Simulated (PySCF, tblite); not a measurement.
# C16H8N4: electronic excitations, NMR shifts

Aim: compute the electronic excitations, NMR shifts of C16H8N4 (`c1cc2cccc3c4ncnc5nncc(c(c1)c23)c54`).

Computed with tblite 0.8.0 and PySCF 2.14.0 and routines of our own; the level stands in each step. Atoms count from 0.

## 1. The starting structure

28 atoms, charge 0, multiplicity 1; geometry from: force field, distance geometry or constructed start.

## 2. Relaxing the molecule with GFN2-xTB

The job: settings as JSON, then the geometry in Å.

```
{"job": {"kind": "relax", "xc": "GFN2-xTB", "basis": "xTB"}, "charge": 0, "multiplicity": 1}
C     -2.213200     2.494500    -0.628800
C     -2.968400     1.348800    -0.423500
C     -2.325500     0.131400    -0.130600
C     -3.096200    -1.015100     0.072800
C     -2.481100    -2.232700     0.366400
C     -1.094600    -2.300700     0.436400
C     -0.278100    -1.163900     0.231400
C      1.125700    -1.257400     0.318200
N      1.725400    -2.433200     0.591100
C      3.052500    -2.448700     0.655600
N      3.851200    -1.403900     0.465800
C      3.265000    -0.244700     0.196100
N      4.032500     0.828600     0.008300
N      3.509400     2.059600    -0.283900
C      2.171700     2.202200    -0.369200
C      1.283000     1.139800    -0.178200
C     -0.136400     1.242100    -0.268000
C     -0.828000     2.440300    -0.555500
C     -0.911100     0.074600    -0.053200
C      1.884100    -0.107500     0.108900
H     -2.719900     3.440200    -0.847000
H     -4.050900     1.406400    -0.477300
H     -4.178100    -0.979100     0.029800
H     -3.082500    -3.128800     0.524200
H     -0.635000    -3.261900     0.664600
H      3.521700    -3.399500     0.878900
H      1.858100     3.209800    -0.598100
H     -0.293600     3.375100    -0.726800
```

Launch:

```sh
$ OMP_NUM_THREADS=1 python large_run.py task.json out
```

One launch serves the whole session: the jobs run in the order shown.

Output:

```text
step      E/eV     max force
  0   -1360.90631    3.335
  1   -1361.25033    0.888
  2   -1361.29115    0.456
  3   -1361.30818    0.265
  4   -1361.31986    0.214
  5   -1361.32800    0.193
  6   -1361.33307    0.143
  7   -1361.33593    0.107
  8   -1361.33736    0.086
  9   -1361.33818    0.087
 10   -1361.33891    0.081
 11   -1361.33953    0.054
 12   -1361.33987    0.031
 13   -1361.34001    0.029
 14   -1361.34011    0.027
 15   -1361.34020    0.022
 16   -1361.34026    0.017
```

Wall time 0.44 s (1 thread of Intel Xeon at 2.60GHz, shared host); peak memory 0.18 GiB.

Step by step:

```
step  energy from step 0 (eV)  largest force (eV/Å)
   0                   0.0000                3.3353
   1                  -0.3440                0.8879
   2                  -0.3848                0.4555
   3                  -0.4019                0.2648
   4                  -0.4135                0.2140
   5                  -0.4217                0.1936
   6                  -0.4268                0.1432
   7                  -0.4296                0.1072
   8                  -0.4310                0.0859
   9                  -0.4319                0.0875
  10                  -0.4326                0.0804
  11                  -0.4332                0.0541
  12                  -0.4336                0.0317
  13                  -0.4337                0.0292
  14                  -0.4338                0.0273
  15                  -0.4339                0.0224
  16                  -0.4339                0.0173
```

Close pairs (by a distance rule), those that changed most:

```
   bond  before (Å)  after (Å)  change (Å)
N12–N13       1.369      1.281      -0.088
  C6–C7       1.410      1.447      +0.037
  C5–C6       1.415      1.383      -0.031
C11–C19       1.390      1.421      +0.031
C16–C17       1.413      1.384      -0.029
  C7–N8       1.348      1.320      -0.027
 C9–N10       1.329      1.302      -0.026
C15–C16       1.426      1.452      +0.026
```

The end geometry stands in the next job.

## 3. Vibrational analysis with GFN2-xTB

The job: settings as JSON, then the geometry in Å.

```
{"job": {"kind": "ir", "xc": "GFN2-xTB", "basis": "xTB"}, "charge": 0, "multiplicity": 1}
C     -2.212537     2.486169    -0.625153
C     -2.965256     1.359963    -0.419915
C     -2.347191     0.126586    -0.130852
C     -3.108603    -1.041344     0.083817
C     -2.502806    -2.239181     0.363425
C     -1.113261    -2.315694     0.441044
C     -0.331115    -1.192836     0.238228
C      1.111010    -1.278156     0.320770
N      1.718376    -2.419309     0.589731
C      3.054498    -2.399119     0.644572
N      3.851984    -1.385335     0.464830
C      3.274499    -0.198459     0.188294
N      4.057383     0.877249    -0.004509
N      3.520909     2.010252    -0.268665
C      2.204707     2.180965    -0.364140
C      1.279819     1.152411    -0.186559
C     -0.166631     1.241424    -0.269425
C     -0.820436     2.429088    -0.550176
C     -0.931276     0.060250    -0.053910
C      1.859704    -0.096068     0.103967
H     -2.691215     3.428209    -0.846219
H     -4.043169     1.400223    -0.477213
H     -4.184943    -0.972268     0.022083
H     -3.096031    -3.126627     0.525565
H     -0.614680    -3.247055     0.659929
H      3.522003    -3.351082     0.867056
H      1.912839     3.195421    -0.592860
H     -0.251123     3.330735    -0.715187
```

Output:

```text
mode    cm-1     km/mol
  1     -23.7      2.40
  2      62.5      3.74
  3      92.1      0.02
  4     152.0      1.97
  5     159.3      0.26
  6     194.5      0.11
  7     224.7      0.41
  8     264.0      9.52
  9     326.5      0.77
 10     338.6      0.20
 11     356.7      0.22
 12     405.6      0.58
 13     416.9      0.63
 14     426.7      0.63
 15     473.2      0.01
 16     504.9      0.77
 17     506.6      0.02
 18     517.1      1.87
 19     535.6      0.63
 20     573.9      2.81
 21     586.1      1.35
 22     604.2      1.08
 23     606.9      2.41
 24     651.9     10.56
 25     678.5      4.04
 26     743.5      0.45
 27     771.1      0.03
 28     771.9      4.05
 29     776.2      0.09
 30     785.0     30.30
 31     816.4     26.98
 32     844.4     28.12
 33     853.1      1.99
 34     866.8      2.72
 35     892.1      0.36
 36     904.6      0.03
 37     908.6      0.77
 38     924.6      0.22
 39     930.4      0.04
 40     937.7      9.73
 41    1027.6     26.63
 42    1064.2      0.21
 43    1116.6      0.25
 44    1124.0      1.09
 45    1165.6      4.11
 46    1175.0     27.52
 47    1177.9      5.14
 48    1190.5      3.33
 49    1202.2     51.89
 50    1213.1     11.58
 51    1223.7     21.16
 52    1248.7     27.71
 53    1271.0     22.92
 54    1303.1     25.93
 55    1329.5      5.50
 56    1333.1     23.51
 57    1351.6      6.92
 58    1379.1      1.07
 59    1392.7     67.04
 60    1413.3     16.45
 61    1422.5     15.52
 62    1445.2      8.85
 63    1457.0     63.56
 64    1491.0    128.43
 65    1500.5    218.41
 66    1516.3     24.96
 67    1550.3     55.18
 68    1557.6     49.51
 69    1581.4      2.62
 70    1587.8     17.07
 71    3046.9     32.33
 72    3078.9     14.36
 73    3079.2      2.59
 74    3082.2      6.73
 75    3092.5     16.40
 76    3093.4     60.22
 77    3103.7     30.92
 78    3109.8      3.62
```

It took 3.9 s on 1 thread of Intel Xeon at 2.60GHz, shared host; peak memory 0.18 GiB.

The strongest bands and the atoms that carry them (share of the mass-weighted mode):

```
cm⁻¹  km/mol                                   atoms
1202    51.9                                H24 12 %
1393    67.0             C6 17 %, C18 14 %, C16 13 %
1457    63.6    C15 19 %, C19 17 %, C7 11 %, N8 11 %
1491   128.4                        C0 13 %, C4 11 %
1500   218.4            C15 19 %, C14 18 %, C19 14 %
1550    55.2     C9 17 %, C5 12 %, N10 11 %, C7 11 %
1558    49.5                       C7 15 %, C17 11 %
3093    60.2  H23 26 %, H20 25 %, H21 14 %, H27 13 %
```

## 4. Electronic excitations: TDDFT PBE0/def2-SVP

The job, as its differences from that of step 3:

```diff
@@ -1,2 +1,2 @@
-{"job": {"kind": "ir", "xc": "GFN2-xTB", "basis": "xTB"}, "charge": 0, "multiplicity": 1}
+{"job": {"kind": "uv", "basis": "def2-SVP", "grid": 1, "kgrid": 0, "vcut": 1.5, "nstates": 6, "ntriplets": 2, "tda": false, "delta": [], "pop": true, "xc": "PBE0"}, "charge": 0, "multiplicity": 1}
 C     -2.212537     2.486169    -0.625153
```

With the program's defaults for keys left out, this is: TDDFT PBE0/def2-SVP, vertical, gas phase, core orbitals frozen in the response, virtual orbitals cut by energy.

Output:

```text
start: PBE on a coarse grid of 25189 points
cycle   1  E = -831.6683609796  dE =  3.692e+00  |g| = 6.389e-01  |ddm| = 8.251e+00
cycle   2  E = -831.5354889715  dE =  1.329e-01  |g| = 9.884e-01  |ddm| = 2.741e+00
cycle   3  E = -831.7459875579  dE = -2.105e-01  |g| = 3.443e-01  |ddm| = 1.624e+00
cycle   4  E = -831.7719062403  dE = -2.592e-02  |g| = 1.490e-01  |ddm| = 6.030e-01
cycle   5  E = -831.7779087411  dE = -6.003e-03  |g| = 4.862e-02  |ddm| = 2.839e-01
cycle   6  E = -831.7784625145  dE = -5.538e-04  |g| = 2.038e-02  |ddm| = 9.119e-02
cycle   7  E = -831.7785570128  dE = -9.450e-05  |g| = 8.345e-03  |ddm| = 3.397e-02
final grid: 112510 points
cycle   8  E = -831.9690792978  dE = -9.435e-03  |g| = 4.769e-02  |ddm| = 1.552e+00
cycle   9  E = -831.9689626444  dE =  1.167e-04  |g| = 5.259e-02  |ddm| = 1.615e-01
cycle  10  E = -831.9696111704  dE = -6.485e-04  |g| = 2.158e-02  |ddm| = 1.075e-01
cycle  11  E = -831.9697293980  dE = -1.182e-04  |g| = 3.169e-03  |ddm| = 2.781e-02
cycle  12  E = -831.9697283245  dE =  1.073e-06  |g| = 2.371e-03  |ddm| = 7.855e-03
cycle  13  E = -831.9697311216  dE = -2.797e-06  |g| = 5.080e-04  |ddm| = 3.901e-03
cycle  14  E = -831.9697313151  dE = -1.935e-07  |g| = 2.658e-04  |ddm| = 9.923e-04
cycle  15  E = -831.9697320681  dE = -7.531e-07  |g| = 4.482e-05  |ddm| = 3.975e-04
converged SCF energy = -831.9697320681

Static polarisability (au): isotropic 204.176, principal 74.251 237.770 300.506

Singlet excitations
state   eV       nm        f      main configurations
  1   1.9437    637.9   0.00040   H->L 0.96
  2   3.0543    405.9   0.37357   H-1->L 0.98
  3   3.2247    384.5   0.00233   H-2->L 0.95
  4   3.4546    358.9   0.00051   H->L+1 0.88
  5   3.8076    325.6   0.01289   H-3->L 0.77
  6   4.0038    309.7   0.00109   H->L+2 0.88

Triplet excitations (Tamm-Dancoff, eV): 1.5353 1.8701
```

Run time: 38 s. Hardware: 1 thread of Intel Xeon at 2.60GHz, shared host; peak memory 0.61 GiB.

The orbitals next to the gap, with their largest atomic shares:

```
orbital     eV                         atoms
 HOMO−4  -8.38    C19 21 %, C9 12 %, C1 11 %
 HOMO−3  -7.99    C18 18 %, C2 17 %, C0 15 %
 HOMO−2  -7.68     N10 42 %, N8 31 %, C9 7 %
 HOMO−1  -6.68    C14 11 %, C1 10 %, C3 10 %
   HOMO  -6.36   N12 37 %, N13 37 %, C11 7 %
   LUMO  -3.28     C5 10 %, C7 10 %, C3 10 %
 LUMO+1  -1.50  N13 14 %, C14 13 %, C11 12 %
 LUMO+2  -1.24    C18 14 %, C19 9 %, C15 8 %
 LUMO+3  -1.05      C0 18 %, C16 8 %, C5 8 %
```

With each of the 6 states as a Gaussian band of 0.4 eV half-width at 1/e, the curve within the window shown has maxima at 406 nm (ε 15,000) L/(mol cm). Beyond the last state computed it falls off for lack of states. The curve at chosen wavelengths:

(nm, ε (L/mol/cm)): (288, 138), (313, 592), (339, 2087), (364, 7292), (389, 13713), (415, 14783), (440, 10684), (466, 5742), (491, 2628), (516, 1068), (542, 390), (567, 148), (592, 62), (618, 32), (643, 22), (668, 17), (694, 15), (719, 12), (744, 10), (770, 8), (795, 6), (821, 5), (846, 4), (871, 3), (897, 2), (922, 2)

Ground-state properties from the same run:

```
           property  computed
  dipole moment (D)      8.02
polarisability (Å³)     30.26
 HOMO–LUMO gap (eV)      3.08
      −ε(HOMO) (eV)      6.36
```

## 5. NMR shifts: GIAO KT3/pcSseg-1

The job, as its differences from that of step 4:

```diff
@@ -1,2 +1,2 @@
-{"job": {"kind": "uv", "basis": "def2-SVP", "grid": 1, "kgrid": 0, "vcut": 1.5, "nstates": 6, "ntriplets": 2, "tda": false, "delta": [], "pop": true, "xc": "PBE0"}, "charge": 0, "multiplicity": 1}
+{"job": {"kind": "nmr", "xc": "KT3", "basis": "pcSseg-1", "pop": false}, "charge": 0, "multiplicity": 1}
 C     -2.212537     2.486169    -0.625153
```

With the program's defaults for keys left out, this is: GIAO KT3/pcSseg-1 NMR shielding, non-relativistic, gas phase.

Output:

```text
start: PBE on a coarse grid of 25189 points
cycle   1  E = -832.1656448394  dE =  3.856e+00  |g| = 6.749e-01  |ddm| = 7.037e+00
cycle   2  E = -832.0269814686  dE =  1.387e-01  |g| = 1.027e+00  |ddm| = 4.138e+00
cycle   3  E = -832.2475295931  dE = -2.205e-01  |g| = 3.600e-01  |ddm| = 2.289e+00
cycle   4  E = -832.2757298173  dE = -2.820e-02  |g| = 1.511e-01  |ddm| = 6.516e-01
cycle   5  E = -832.2817905605  dE = -6.061e-03  |g| = 4.866e-02  |ddm| = 3.459e-01
cycle   6  E = -832.2823252997  dE = -5.347e-04  |g| = 1.998e-02  |ddm| = 1.124e-01
cycle   7  E = -832.2824089593  dE = -8.366e-05  |g| = 8.889e-03  |ddm| = 4.884e-02
final grid: 238781 points
cycle   8  E = -846.9004473469  dE = -4.466e-02  |g| = 7.255e-02  |ddm| = 1.519e+00
cycle   9  E = -846.8945455715  dE =  5.902e-03  |g| = 1.632e-01  |ddm| = 4.261e-01
cycle  10  E = -846.9011936751  dE = -6.648e-03  |g| = 3.781e-02  |ddm| = 3.474e-01
cycle  11  E = -846.9016132300  dE = -4.196e-04  |g| = 1.329e-02  |ddm| = 7.903e-02
cycle  12  E = -846.9016539814  dE = -4.075e-05  |g| = 4.726e-03  |ddm| = 2.423e-02
cycle  13  E = -846.9016588837  dE = -4.902e-06  |g| = 1.682e-03  |ddm| = 1.003e-02
cycle  14  E = -846.9016603467  dE = -1.463e-06  |g| = 5.736e-04  |ddm| = 3.381e-03
cycle  15  E = -846.9016592819  dE =  1.065e-06  |g| = 2.994e-04  |ddm| = 1.150e-03
cycle  16  E = -846.9016609344  dE = -1.652e-06  |g| = 7.642e-05  |ddm| = 5.029e-04
converged SCF energy = -846.9016609344

GIAO shielding tensors (ppm)
atom      isotropic    diamagn.    paramagn.     s11        s22        s33       span
  0 C       63.825     253.913    -190.088    -32.903     52.694    171.686    204.589
  1 C       56.630     247.339    -190.709    -33.230     46.532    156.588    189.819
  2 C       58.692     252.810    -194.119     -5.798     -4.481    186.353    192.151
  3 C       54.931     246.556    -191.626    -35.818     44.765    155.846    191.664
  4 C       62.749     255.295    -192.546    -33.964     50.357    171.854    205.818
  5 C       64.386     239.609    -175.223    -26.089     39.533    179.715    205.805
  6 C       61.894     253.890    -191.996    -14.970     31.207    169.445    184.415
  7 C       29.951     253.867    -223.916    -53.526     -0.586    143.965    197.491
  8 N      -28.698     331.952    -360.650   -277.840    -87.417    279.161    557.001
  9 C       32.482     251.891    -219.409    -47.025     32.574    111.897    158.921
 10 N      -26.974     331.548    -358.522   -259.177    -79.180    257.436    516.614
 11 C       38.716     241.057    -202.342    -39.059     10.222    144.985    184.044
 12 N     -191.430     316.807    -508.238   -643.784   -147.266    216.758    860.542
 13 N     -200.113     318.691    -518.804   -651.266   -186.556    237.483    888.748
 14 C       60.403     241.398    -180.995    -28.841     63.710    146.339    175.181
 15 C       69.940     252.915    -182.976     -9.268     46.985    172.103    181.371
 16 C       64.125     251.599    -187.474    -14.228     31.669    174.934    189.161
 17 C       65.406     247.693    -182.287    -26.215     48.263    174.170    200.386
 18 C       63.627     243.430    -179.804      1.810      3.389    185.682    183.871
 19 C       81.152     268.429    -187.277     11.276     37.969    194.211    182.934
 20 H       24.021      29.097      -5.076     19.716     25.551     26.795      7.078
 21 H       23.818      31.968      -8.150     19.340     24.457     27.658      8.318
 22 H       23.760      31.916      -8.156     19.319     24.258     27.702      8.382
 23 H       23.900      28.845      -4.945     19.620     25.370     26.709      7.089
 24 H       22.264      34.731     -12.467     15.921     23.856     27.014     11.093
 25 H       22.056      27.643      -5.586     16.243     24.549     25.377      9.133
 26 H       21.876      33.554     -11.679     16.811     19.881     28.935     12.124
 27 H       23.147      36.705     -13.557     17.286     24.329     27.827     10.542
```

Run time: 39 s. Hardware: 1 thread of Intel Xeon at 2.60GHz, shared host; peak memory 0.6 GiB.

The references, computed at this level on geometries of the same kind, shield at (ppm): 1H TMS 31.76, 13C TMS 184.7, 15N NH3 264.4. Their shielding less the atom's gives the shift. The references are single molecules in the gas phase, so shifts against H2O, NH3, PH3, H3PO4 or CFCl3 are not on the usual liquid scales and can be off by tens of ppm.

```
atoms                                              environment  σ (ppm)  δ (ppm)
   C7                              ring-fusion aromatic carbon     30.0    154.8
   C9                 aromatic CH between two ring heteroatoms     32.5    152.2
  C11                              ring-fusion aromatic carbon     38.7    146.0
   C3                                              aromatic CH     54.9    129.8
   C1                                              aromatic CH     56.6    128.1
   C2                              ring-fusion aromatic carbon     58.7    126.0
  C14                      aromatic CH next to a ring nitrogen     60.4    124.3
   C6                              ring-fusion aromatic carbon     61.9    122.8
   C4                                              aromatic CH     62.7    122.0
  C18                              ring-fusion aromatic carbon     63.6    121.1
   C0                                              aromatic CH     63.8    120.9
  C16                              ring-fusion aromatic carbon     64.1    120.6
   C5                                              aromatic CH     64.4    120.3
  C17                                              aromatic CH     65.4    119.3
  C15                              ring-fusion aromatic carbon     69.9    114.8
  C19                              ring-fusion aromatic carbon     81.2    103.6
  H26       hydrogen on an aromatic CH next to a ring nitrogen    21.88     9.88
  H25  hydrogen on an aromatic CH between two ring heteroatoms    22.06     9.70
  H24                               hydrogen on an aromatic CH    22.26     9.50
  H27                               hydrogen on an aromatic CH    23.15     8.61
  H22                               hydrogen on an aromatic CH    23.76     8.00
  H21                               hydrogen on an aromatic CH    23.82     7.94
  H23                               hydrogen on an aromatic CH    23.90     7.86
  H20                               hydrogen on an aromatic CH    24.02     7.74
  N13                              pyridine-type ring nitrogen   -200.1    464.5
  N12                              pyridine-type ring nitrogen   -191.4    455.8
   N8                              pyridine-type ring nitrogen    -28.7    293.1
  N10                              pyridine-type ring nitrogen    -27.0    291.4
```

Ring of atoms C0, C1, C2, C16, C17, C18: NICS(0) -6.0, NICS(1) -9.1, NICS(1)zz -20.9 ppm (means of both faces).

Ring of atoms C2, C3, C4, C5, C6, C18: NICS(0) -6.1, NICS(1) -9.3, NICS(1)zz -21.3 ppm (means of both faces).

Ring of atoms C6, C7, C15, C16, C18, C19: NICS(0) 5.9, NICS(1) 0.3, NICS(1)zz 8.9 ppm (means of both faces).

## 6. Results

| quantity | value |
| --- | --- |
| strongest single infrared mode (GFN2-xTB) | 1500 cm⁻¹, 218 km/mol |
| zero-point energy (GFN2-xTB) | 124.2 kcal/mol |
| lowest singlet (PBE0/def2-SVP) | 1.94 eV (638 nm), f = 0.000 |
| brightest single state of those computed | state 2, 3.05 eV, f = 0.374 |
| lowest triplet | 1.54 eV |
| 13C shifts against TMS (KT3/pcSseg-1) | 154.8, 152.2, 146.0, 129.8, 128.1, 126.0, 124.3, 122.8, 122.0, 121.1, 120.9, 120.6, 120.3, 119.3 ppm and more |
| 1H shifts against TMS (KT3/pcSseg-1) | 9.88, 9.70, 9.50, 8.61, 8.00, 7.94, 7.86, 7.74 ppm |
| 15N shifts against NH3 (KT3/pcSseg-1) | 464.5, 455.8, 293.1, 291.4 ppm |

The lowest mode is imaginary (24i cm⁻¹), so the xTB geometry is not a minimum. The strongest single mode, at 1500 cm⁻¹, has its largest shares on C15, C14 and C19 (the list is cut at 3 atoms). Unscaled tight-binding wavenumbers are off by several per cent, some by more. Its intensities can rank the bands wrongly. The lowest singlet, at 1.94 eV, is HOMO→LUMO 0.96 and is dark; of the 6 states computed, the strongest absorption comes from state 2 at 3.05 eV. State 2 absorbs in the visible (406 nm). The lowest triplet lies 0.41 eV below the lowest singlet (triplets in Tamm-Dancoff, singlets in full TDDFT). NICS(1)zz of -21 ppm above the planar ring from C0 marks a diatropic (aromatic) ring current. NICS(1)zz of -21 ppm above the planar ring from C2 marks a diatropic (aromatic) ring current.
